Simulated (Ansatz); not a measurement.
# GdIn: the cost of one run

Program: Ansatz 0.2.0. Level of theory: DFT LDA, with the methods named in each step. These are calculated values, not measurements.

**1. The system as given**

The structure is cubic, space group Pm-3m (No. 221). Conventional cell: a = 3.830 Å, b = 3.830 Å, c = 3.830 Å, α = 90.00°, β = 90.00°, γ = 90.00°. Gd (site symmetry m-3m) is surrounded by 8 In at 3.32 Å. Around In (site symmetry m-3m) lie 8 Gd at 3.32 Å.

Structure file:

```cif
data_structure
_symmetry_space_group_name_H-M 'P 1'
_symmetry_Int_Tables_number 1
_cell_length_a 5.4164
_cell_length_b 5.4164
_cell_length_c 5.4164
_cell_angle_alpha 90.000
_cell_angle_beta 60.000
_cell_angle_gamma 60.000
_cell_volume 112.36
loop_
_atom_site_label
_atom_site_type_symbol
_atom_site_fract_x
_atom_site_fract_y
_atom_site_fract_z
_atom_site_occupancy
Gd1 Gd 0.00000 0.00000 0.00000 1
Gd2 Gd 0.00000 0.50000 0.50000 1
In1 In 0.50000 0.25000 0.75000 1
In2 In 0.50000 0.75000 0.25000 1
```

In patterns such as +-, the signs follow the magnetic atoms in the order of the input.

Atoms are numbered in the order of the input: Gd1, Gd2, In3, In4.

**2. Parallel moments, PAW**

File input.yaml:

```yaml
crystal:
  lattice:
    - [3.83, 3.83, 0.0]
    - [3.83, 0.0, 3.83]
    - [3.83, 0.0, -3.83]
  atoms:
    - { symbol: Gd, position: [0.0, 0.0, 0.0], spin: 7.0 }
    - { symbol: Gd, position: [0.0, 0.5, 0.5], spin: 7.0 }
    - { symbol: In, position: [0.5, 0.25, 0.75] }
    - { symbol: In, position: [0.5, 0.75, 0.25] }
magnetization:
  spin_polarized: true
kpoints:
  mp_grid: { grid: [9, 9, 9] }
scf:
  occupations: { method: fermi_dirac, width: 0.03 }
hamiltonian:
  xc: lda
  pseudopotentials: { kind: paw }
output:
  forces: true
  stress: true
  eigenvalues: true
  populations: true
  write_density: true
  write_potential: true
  elf: true
  volumetric_format: npy
```

On the command line:

```sh
$ ansatz run input.yaml --threads 2 --pin off --max-ram 6144MiB --backend cpu --events-out ev --progress --plain --runs-dir out
```

**Question.** How long does this run take on 2 threads of AMD EPYC 7R43 (Zen 3), shared host, and how much memory does it need?

About 31 s, with a peak of 0.62 GiB.
